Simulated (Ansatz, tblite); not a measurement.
**The cluster LiNbO₃: which isomer is lowest**

An exercise on one series of results from a longer session: the logs are not shown, and one member is left open.

Method: relaxed with B3LYP-D4/def2-TZVP, singlet; program: Ansatz 0.2.0, Gaussian basis.

3 further runs of the same task are left out: 3 set aside as unsound or not needed. Runs told in other sessions of the task aren't counted.

**Starting geometry**

5 atoms, charge 0, spin multiplicity 1.

Atoms are counted from 1 here; the program's logs count them from 0.

Bond lengths: Li1–O4 1.712 Å, Li1–O5 1.713 Å, Nb2–O3 1.663 Å, Nb2–O4 1.923 Å, Nb2–O5 1.924 Å. Angles: O4–Li1–O5 50.2°, O3–Nb2–O4 157.8°, O3–Nb2–O5 157.8°, O4–Nb2–O5 44.4°, Li1–O4–Nb2 132.7°, Li1–O5–Nb2 132.6°.

Coordinates:

```xyz
5
charge 0, multiplicity 1
Li   -1.1687    1.7877   -0.8134
Nb    0.5344   -0.8186    0.3724
O     1.3836   -2.1208    0.9627
O    -0.8907    0.4660    0.2388
O     0.1415    0.6858   -0.7605
```

Nb takes a core potential in the def2 sets. No spin-orbit coupling is included.

A search from random starts with GFN2-xTB found 6 distinct shapes; 3 go on here. The structure above is candidate A, which lies 0.00 eV above the lowest at that level; B lies 0.09 eV above the lowest at that level; C lies 0.87 eV above the lowest at that level.

Set-up of the first run:

in.yaml

```yaml
crystal:
  periodic: [false, false, false]
  atoms:
    - {symbol: Li, position_ang: [-1.168730, 1.787670, -0.813380]}
    - {symbol: Nb, position_ang: [0.534380, -0.818640, 0.372380]}
    - {symbol: O, position_ang: [1.383590, -2.120770, 0.962650]}
    - {symbol: O, position_ang: [-0.890690, 0.465960, 0.238820]}
    - {symbol: O, position_ang: [0.141460, 0.685770, -0.760480]}
basis:
  gaussian: {orbitals: def2-TZVP}
hamiltonian: {xc: {name: B3LYP}, dispersion: d4}
scf: {lower_state_search: "off"}
output: {orbitals: {seedname: orbitals}}
relax: {f_tol: 0.02, max_steps: 100}
```

On the command line:

```console
$ ansatz run in.yaml --threads 4 --pin off --events-out ev --progress --plain --max-ram 3916MiB
```

Among the steps run: Relaxing candidate A; Relaxing candidate B; Relaxing candidate C; Candidate A, PBE0-D4/def2-TZVP; Candidate A, PBE-D4/def2-TZVP; Candidate A, r2SCAN-D4/def2-TZVP; Candidate A, BLYP-D4/def2-TZVP; Candidate A, r2SCAN0-D4/def2-TZVP; Candidate A, CCSD(T)/def2-TZVPP; Candidate B, PBE0-D4/def2-TZVP; Candidate B, PBE-D4/def2-TZVP; Candidate B, r2SCAN-D4/def2-TZVP; Candidate B, BLYP-D4/def2-TZVP; Candidate B, r2SCAN0-D4/def2-TZVP; Candidate B, CCSD(T)/def2-TZVPP.

One table of the session follows, with a row left open; its other results are not shown here.

It belongs to the step «B against C». 

| level | B above C (kcal/mol) |
| --- | --- |
| GFN1-xTB | -1.5 |
| GFN2-xTB | -2.0 |
| HF/def2-TZVPP | +10.0 |
| PBE-D4/def2-TZVP | +7.3 |
| BLYP-D4/def2-TZVP | +6.2 |
| r2SCAN-D4/def2-TZVP | +8.5 |
| PBE0-D4/def2-TZVP | +9.9 |
| r2SCAN0-D4/def2-TZVP | +10.3 |
| MP2/def2-TZVPP | +11.6 |
| CCSD/def2-TZVPP | +12.0 |
| CCSD(T)/def2-TZVPP | ? |

**Question.** Estimate the row for CCSD(T)/def2-TZVPP.

The run gave: B above C (kcal/mol): +13.2. In the column «B above C (kcal/mol)» it is the highest.

CCSD(T)/def2-TZVPP is no safe reference here (restricted state is unstable towards broken spin symmetry).

Limits of these values: The search was small, so a lower isomer may exist. Only singlets are compared; another spin may lie lower and prefer another shape.
